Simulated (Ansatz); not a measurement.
# F2HInSe: the cost of one run

Program: Ansatz 0.2.0, Gaussian basis. Level of theory: the settings change from run to run. These are calculated values, not measurements.

## Step 1: The molecule

An earlier PBE0-D4 in a triple-zeta def2 set relaxation fixed the geometry. In takes a core potential in def2 sets; no spin-orbit term is included.

SMILES `[F][In]([F])[SeH]`, 5 atoms, charge 0, spin multiplicity 1.

Atoms are counted from 1 here; the program's logs count them from 0.

Bond lengths: F1–In2 1.934 Å, In2–F3 1.932 Å, In2–Se4 2.459 Å, Se4–H5 1.471 Å. Angles: F1–In2–F3 111.5°, F1–In2–Se4 123.9°, F3–In2–Se4 124.6°, In2–Se4–H5 89.9°.

As a file:

```
F    -0.4104   -1.1355    1.7029
In    0.4513   -0.4358    0.1186
F     2.1229   -1.3381   -0.2344
Se   -0.4759    1.3750   -1.2630
H    -1.6380    1.4606   -0.3655
```

## Step 2: BLYP/x2c-TZVPPall

Set apart from the defaults: multiplicity 3, atoms shaken by 0.15 Å, D3(BJ) dispersion, high accuracy.

Input file in.yaml:

```yaml
crystal:
  periodic: [false, false, false]
  atoms:
    - {symbol: F, position_ang: [-0.524350, -0.945830, 1.716216]}
    - {symbol: In, position_ang: [0.528650, -0.488835, -0.063408]}
    - {symbol: F, position_ang: [2.158323, -1.220849, -0.179182]}
    - {symbol: Se, position_ang: [-0.270866, 1.386787, -1.195516]}
    - {symbol: H, position_ang: [-1.447595, 1.618725, -0.620559]}
basis:
  gaussian: {orbitals: x2c-TZVPPall}
magnetization: {spin_polarized: true, initial_magnetization: 2}
hamiltonian: {xc: {name: BLYP}, dispersion: d3bj}
accuracy: high
```

Launch:

```console
$ ansatz run in.yaml --threads 2 --pin off --events-out ev --progress --plain --max-ram 32768MiB --backend cpu
```

**Question.** How long does this run take on 2 threads of AMD EPYC 7R13, shared host, and how much memory does it need?

About 37 s, with a peak of 0.9 GiB.
